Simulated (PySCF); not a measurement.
# C5H9BN2: electronic excitations

What electronic excitations should C5H9BN2 (`C#C[C@@H]1C[C@@H]1B(N)N`) show?

The runs use PySCF 2.14.0, with density-fitted response routines of our own; the level of theory stands in each step. All values are computed, except where a source is named. Atoms are numbered from 0 throughout.

## (1) The starting structure

17 atoms, charge 0, multiplicity 1; geometry from: GFN2-xTB.

Bonds of the start (Å): C0–C1 1.20, C1–C2 1.43, C2–C3 1.50, C3–C4 1.50, C4–B5 1.58, B5–N6 1.41, B5–N7 1.40, C4–C2 1.52, C0–H8 1.05, C2–H9 1.09, C3–H10 1.08, C3–H11 1.08, C4–H12 1.09, N6–H13 1.00, N6–H14 1.00, N7–H15 1.00, N7–H16 1.00.

## (2) Excited states and response: B3LYP/def2-SVPD

The job: settings as JSON, then the geometry in Å.

```
{"job": {"kind": "uv", "xc": "B3LYP", "basis": "def2-SVPD", "nstates": 8, "ntriplets": 3}, "charge": 0, "multiplicity": 1}
C      2.576747     1.325010     0.483768
C      1.964307     0.295236     0.434664
C      1.274251    -0.950660     0.362127
C      0.500180    -1.305696    -0.873566
C     -0.244706    -1.015632     0.401527
B     -1.166391     0.257009     0.551230
N     -2.368705     0.133981     1.269593
N     -0.832003     1.477224    -0.052660
H      3.106152     2.228775     0.538467
H      1.809763    -1.753581     0.860153
H      0.553252    -2.323810    -1.232134
H      0.449866    -0.568469    -1.661051
H     -0.610723    -1.903447     0.910464
H     -2.678696    -0.723390     1.687449
H     -3.016272     0.890840     1.396702
H      0.059386     1.638318    -0.484377
H     -1.383408     2.310324     0.047196
```

With the program's defaults for keys left out, this is: TDDFT B3LYP/def2-SVPD, vertical, gas phase, core orbitals frozen in the response.

Run with:

```
OMP_NUM_THREADS=1 python probes_run.py task.json out
```

This one command runs all jobs of the session in turn.

What will the session give for the following? lowest singlet (B3LYP/def2-SVPD); brightest single state of those computed; lowest triplet. Wanted: lowest singlet; brightest single state of those computed; lowest triplet.

The runs gave:

```
                                quantity                        value
        lowest singlet (B3LYP/def2-SVPD)  5.68 eV (218 nm), f = 0.001
brightest single state of those computed  state 5, 6.49 eV, f = 0.020
                          lowest triplet                      5.31 eV
```

The first singlet state (HOMO→LUMO 0.95) lies at 5.68 eV and is weak; of the 8 states computed, the strongest absorption comes from state 5 at 6.49 eV. The lowest triplet lies 0.37 eV below the lowest singlet (triplets in Tamm-Dancoff, singlets in full TDDFT).
